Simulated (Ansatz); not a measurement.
# ScAs4: the cost of one run

Computed with Ansatz 0.2.0 (DFT PBE, scalar-relativistic, plane waves, PAW, unless a step's input says otherwise).

1 further run of the same task is left out (it didn't finish). Runs told in other sessions of the task aren't counted.

## 1. The system as given

The structure is hexagonal, space group P6/mmm (No. 191). The conventional cell has a = 4.329 Å, b = 4.329 Å, c = 4.363 Å, α = 90.00°, β = 90.00°, γ = 120.00°. Around Sc (site symmetry 6/mmm) lie 8 As at 2.16 to 2.18 Å. As (site symmetry mmm) has 4 As at 2.16 Å and 2 Sc at 2.16 Å in its first shell of neighbours. As (site symmetry 6/mmm) has 2 Sc at 2.18 Å in its first shell of neighbours.

Structure file:

```xyz
5
Lattice="4.3290 0.0000 0.0000 -2.1645 3.7490 0.0000 0.0000 0.0000 4.3635" Properties=species:S:1:pos:R:3 pbc="T T T"
Sc    0.0000    0.0000    2.1817
As    2.1645    0.0000    2.1817
As   -1.0822    1.8745    2.1817
As    1.0822    1.8745    2.1817
As    0.0000    0.0000    0.0000
```

A structure generator made this guess: random cell by space group and Wyckoff sites (P6/mmm, No. 191). Lengths come from tabulated atomic sizes and are only a guess.

## 2. Probe: one point on a coarse mesh

input.yaml reads:

```yaml
crystal:
  lattice:
    - [4.32895112, 0.0, 0.0]
    - [-2.16447556, 3.74898164, 0.0]
    - [0.0, 0.0, 4.3634744]
  atoms:
    - { symbol: Sc, position: [0.0, 0.0, 0.5] }
    - { symbol: As, position: [0.5, 0.0, 0.5] }
    - { symbol: As, position: [0.0, 0.5, 0.5] }
    - { symbol: As, position: [0.5, 0.5, 0.5] }
    - { symbol: As, position: [0.0, 0.0, 0.0] }
basis:
  ecutwfc: 420
kpoints:
  mp_grid: { grid: [6, 6, 4] }
hamiltonian:
  xc: pbe
scf:
  occupations: { method: gaussian, width: 0.1 }
  lower_state_search: "off"
output:
  forces: true
  stress: true
  eigenvalues: true
```

Run with:

```bash
$ ansatz run input.yaml --threads 1 --pin off --max-ram 2560MiB --backend cpu --events-out ev --progress --plain --runs-dir out
```

**Question.** How long does this run take on 1 thread of Intel Xeon at 2.50GHz (Skylake/Cascade Lake), shared host, and how much memory does it need?

About 10 s, with a peak of 0.39 GiB.
